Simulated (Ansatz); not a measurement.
# F₂HISn: how energies converge with the basis set

Aim: see how fast density functionals converge with the basis set for F₂HISn.

Program: Ansatz 0.2.0, Gaussian basis. Level of theory: one geometry, several basis sets. These are calculated values, not measurements.

Plan: PBE0-D4/def2-SVP; ωB97M-V/def2-SVP; PBE0-D4/def2-QZVPP; ωB97M-V/def2-QZVPP; the functionals' def2-TZVPP values are taken from earlier runs.

**1. The relaxed structure**

All runs share one geometry, relaxed beforehand with PBE0-D4 in a triple-zeta def2 set. Sn, I take the def2 core potential; no spin-orbit term is included.

SMILES `[F][SnH]([F])[I]`, 5 atoms, charge 0, spin multiplicity 1.

Atoms are counted from 1 here; the program's logs count them from 0.

Bond lengths: F1–Sn2 1.902 Å, Sn2–F3 1.902 Å, Sn2–I4 2.630 Å, Sn2–H5 1.692 Å. Angles: F1–Sn2–F3 103.0°, F1–Sn2–I4 107.8°, F1–Sn2–H5 109.2°, F3–Sn2–I4 107.8°, F3–Sn2–H5 109.2°, I4–Sn2–H5 118.6°.

**2. PBE0-D4 in def2-SVP**

in.yaml reads:

```yaml
crystal:
  periodic: [false, false, false]
  atoms:
    - {symbol: F, position_ang: [-0.105047, -0.873075, 1.668882]}
    - {symbol: Sn, position_ang: [0.183894, -0.022281, -0.007400]}
    - {symbol: F, position_ang: [0.018077, 1.824750, 0.414792]}
    - {symbol: I, position_ang: [-1.811843, -0.668430, -1.593371]}
    - {symbol: H, position_ang: [1.764720, -0.334664, -0.524203]}
basis:
  gaussian: {orbitals: def2-SVP}
hamiltonian: {xc: pbe0, dispersion: d4}
output: {orbitals: {seedname: orbitals}}
```

Started as:

```
$ ansatz run in.yaml --threads 2 --pin off --events-out ev --progress --plain --max-ram 20480MiB --backend cpu
```

The runs that follow: ωB97M-V in def2-SVP; PBE0-D4 in def2-QZVPP; ωB97M-V in def2-QZVPP.

**Question.** What will the summary of the whole plan be? Wanted: PBE0-D4: double and triple zeta above quadruple; ωB97M-V: double and triple zeta above quadruple.

The runs gave:

| quantity | value |
| --- | --- |
| PBE0-D4: double and triple zeta above quadruple | 8.15, 0.44 eV |
| ωB97M-V: double and triple zeta above quadruple | 8.31, 0.42 eV |

In words: For PBE0-D4 the step from double to triple zeta gains 7.71 eV and the next only 0.44 eV. These are total energies; as a rule much of such shifts cancels in differences, which this series doesn't test.
